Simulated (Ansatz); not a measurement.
# TcB2: the cost of one run

Computed with Ansatz 0.2.0, driven from Python. Level of theory: DFT LDA, plane waves, PAW.

### Step 1. Starting point

It takes space group P6_3/mmc (No. 194, hexagonal). Conventional cell: a = 2.891 Å, b = 2.891 Å, c = 7.435 Å, α = 90.00°, β = 90.00°, γ = 120.00°. Tc (site symmetry -6m2) has 8 B at 2.22 to 2.25 Å as nearest neighbours. B (site symmetry 3m) has 3 B at 1.81 Å and 4 Tc at 2.22 to 2.25 Å as nearest neighbours.

The script holds or builds the structure itself.

### Step 2. The script

File drho.py:

```python
"""Density of TcB2 less that of its sublattices."""

import warnings

import ansatz as az
import numpy as np

vectors0 = np.array([
    [2.890718, 0.0, 0.0],
    [-1.445359, 2.503435, 0.0],
    [0.0, 0.0, 7.435313],
])
sites = [
    ("Tc", (1 / 3, 2 / 3, 0.25)),
    ("Tc", (2 / 3, 1 / 3, 0.75)),
    ("B", (1 / 3, 2 / 3, 0.952046)),
    ("B", (2 / 3, 1 / 3, 0.047954)),
    ("B", (2 / 3, 1 / 3, 0.452046)),
    ("B", (1 / 3, 2 / 3, 0.547954)),
]


def crystal_on(cell):
    crystal = az.Crystal(lattice=az.Lattice.of(cell))
    for symbol, position in sites:
        crystal = crystal.atom(symbol, position)
    return crystal

warnings.simplefilter("ignore", az.DeckWarning)

# one cutoff and one grid for all runs, so that the fields can be subtracted
def solve(crystal):
    return (
        crystal.calculation()
        .functional(az.Functional.LDA)
        .eigensolver("davidson", full_accuracy=True)
        .occupations("Fermi-Dirac")
        .mixing("anderson", ndim=6, beta=0.2)
        .basis(550, grid_basis="typed")
        .kpoints(9, 9, 3)
        .density()
        .run(threads=1)
    )


whole = solve(crystal_on(vectors0))
difference = whole.density().channels[0].density_e_per_ang3.copy()
binding = whole.report["free_energy_ev"]
for element in ["Tc", "B"]:
    part = az.Crystal(lattice=az.Lattice.of(vectors0))
    for symbol, position in sites:
        if symbol == element:
            part = part.atom(symbol, position)
    alone = solve(part)
    difference -= alone.density().channels[0].density_e_per_ang3
    binding -= alone.report["free_energy_ev"]
    print(f"{element} sublattice: {alone.report['n_electrons']:g} electrons, {alone.report['n_iterations']} iterations")

voxel = abs(np.linalg.det(vectors0)) / difference.size
print(f"energy of the crystal less its unpolarised sublattices: {binding / len(sites):.4f} eV/atom")
print(f"net charge of the difference {difference.sum() * voxel:.5f} e, charge rearranged {0.5 * np.abs(difference).sum() * voxel:.3f} e")
print(f"extremes {difference.min():.4f} and {difference.max():.4f} e/A^3")
for (symbol, position) in sites:
    index = tuple(int(round(p * n)) % n for p, n in zip(position, difference.shape))
    print(f"  change of the pseudo-density at the grid point nearest {symbol}: {difference[index]:+.4f} e/A^3")
```

### Step 3. The calls as engine input

The package turns the script's settings into the engine's input (first run):

```yaml
crystal:
  lattice:
    - [2.890718, 0.0, 0.0]
    - [-1.445359, 2.503435, 0.0]
    - [0.0, 0.0, 7.435313]
  atoms:
    - { symbol: Tc, position: [0.3333333333333333, 0.6666666666666666, 0.25] }
    - { symbol: Tc, position: [0.6666666666666666, 0.3333333333333333, 0.75] }
    - { symbol: B, position: [0.3333333333333333, 0.6666666666666666, 0.952046] }
    - { symbol: B, position: [0.6666666666666666, 0.3333333333333333, 0.047954] }
    - { symbol: B, position: [0.6666666666666666, 0.3333333333333333, 0.452046] }
    - { symbol: B, position: [0.3333333333333333, 0.6666666666666666, 0.547954] }
basis:
  ecutwfc: 550.0
  fft_grid_basis: typed
kpoints:
  mp_grid:
    grid: [9, 9, 3]
hamiltonian:
  xc: lda
scf:
  mixing:
    algorithm: anderson
    beta: 0.2
    ndim: 6
  occupations:
    method: fermi_dirac
  eigensolver:
    kind: davidson
    full_accuracy: true
output:
  write_density: true
```

### Step 4. Launch

Command:

```bash
> python drho.py
```

**Question.** How long does this script take on 1 thread of Arm Neoverse V2, shared host, and how much memory does it need?

About 15 s, with a peak of 0.36 GiB.
